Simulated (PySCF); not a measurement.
# C6H7N: the cost of one run

Computed with PySCF 2.14.0 and routines of our own; the level stands in each step. Atoms count from 0.

## (1) The system as given

14 atoms, charge 1, multiplicity 2; geometry from: GFN2-xTB.

## (2) Open-shell or spin-flip excitations: unrestricted TDA CAM-B3LYP/def2-SVPD

What the job is given:

```
{"job": {"kind": "uabs", "xc": "CAM-B3LYP", "basis": "def2-SVPD", "nstates": 10, "tda": true}, "charge": 1, "multiplicity": 2}
N      2.233849    -0.252365     0.011387
C      0.916688    -0.103126     0.001638
C      0.330679     1.177731     0.241505
C     -1.031074     1.318126     0.235803
C     -1.855202     0.208185    -0.005773
C     -1.296358    -1.055549    -0.251219
C      0.062625    -1.220826    -0.249193
H      2.658706    -1.155666    -0.157299
H      2.847561     0.532789     0.189674
H      0.976346     2.023421     0.424960
H     -1.477503     2.283589     0.416616
H     -2.928095     0.327608    -0.003691
H     -1.944758    -1.896573    -0.442163
H      0.505859    -2.187814    -0.434412
```

Level: unrestricted TDA CAM-B3LYP/def2-SVPD, vertical, gas phase, core orbitals frozen in the response.

Command:

```sh
$ OMP_NUM_THREADS=1 python excited_run.py task.json out
```

This one command runs all jobs of the session in turn.

Q: Estimate the wall time and peak memory of this first job on 1 thread of Arm Neoverse V1, shared host.

About 61 s, with a peak of 0.75 GiB.
